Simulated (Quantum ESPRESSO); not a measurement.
A run of Quantum ESPRESSO 7.5 is set up as follows.

Contents of pw.in:

```
&CONTROL
  calculation = 'scf'
  prefix = 'pwscf'
  outdir = './tmp'
  pseudo_dir = './pseudo'
  tprnfor = .true.
  tstress = .true.
  disk_io = 'low'
/
&SYSTEM
  ibrav = 0
  nat = 2
  ntyp = 2
  ecutwfc = 96
  nbnd = 13
  occupations = 'smearing'
  smearing = 'gaussian'
  degauss = 0.00734986
/
&ELECTRONS
  conv_thr = 4d-10
  electron_maxstep = 120
  mixing_beta = 0.5
/
ATOMIC_SPECIES
Li     6.9400 Li.upf
Y     88.9058 Y.upf
CELL_PARAMETERS angstrom
   3.0834595800    0.0000000000    0.0000000000
  -1.5417297900    2.6703543300    0.0000000000
   0.0000000000    0.0000000000    4.5284494500
ATOMIC_POSITIONS crystal
Li     0.0000000000    0.0000000000    0.8887955400
Y      0.0000000000    0.0000000000    0.4055029000
K_POINTS automatic
10 10 6 0 0 0
```

File nscf.in:

```
&CONTROL
  calculation = 'nscf'
  prefix = 'pwscf'
  outdir = './tmp'
  pseudo_dir = './pseudo'
  disk_io = 'low'
/
&SYSTEM
  ibrav = 0
  nat = 2
  ntyp = 2
  ecutwfc = 96
  nbnd = 13
  occupations = 'tetrahedra_opt'
/
&ELECTRONS
  conv_thr = 1d-08
  electron_maxstep = 120
  mixing_beta = 0.5
/
ATOMIC_SPECIES
Li     6.9400 Li.upf
Y     88.9058 Y.upf
CELL_PARAMETERS angstrom
   3.0834595800    0.0000000000    0.0000000000
  -1.5417297900    2.6703543300    0.0000000000
   0.0000000000    0.0000000000    4.5284494500
ATOMIC_POSITIONS crystal
Li     0.0000000000    0.0000000000    0.8887955400
Y      0.0000000000    0.0000000000    0.4055029000
K_POINTS automatic
15 15 9 0 0 0
```

File projwfc.in:

```
&PROJWFC
  prefix = 'pwscf'
  outdir = './tmp'
  filpdos = 'p'
  Emin = -5
  Emax = 20
  DeltaE = 0.05
/
```

Potentials or basis: PseudoDojo 0.4 SR PBEsol stringent.

Run with:

```bash
$ OMP_NUM_THREADS=1 pw.x -in pw.in > pw.out
$ OMP_NUM_THREADS=1 pw.x -in nscf.in > nscf.out
$ OMP_NUM_THREADS=1 projwfc.x -in projwfc.in > projwfc.out
```

Predict the Loewdin charges.

Li +0.48; Y -0.33 e.

Estimate the pressure.

15.8 GPa.

Predict the band gap on the k mesh.

none (metal or under the smearing width).

What does it give for the largest force?

0.622 eV/Å.

Forces in eV/Å, atoms in the order of the input:
```
Li   0.000  0.000  0.622
Y    0.000  0.000 -0.622
```

Caveat: so large a pressure means that the cell lies far from this level's equilibrium, or that cutoff or potentials fall short.
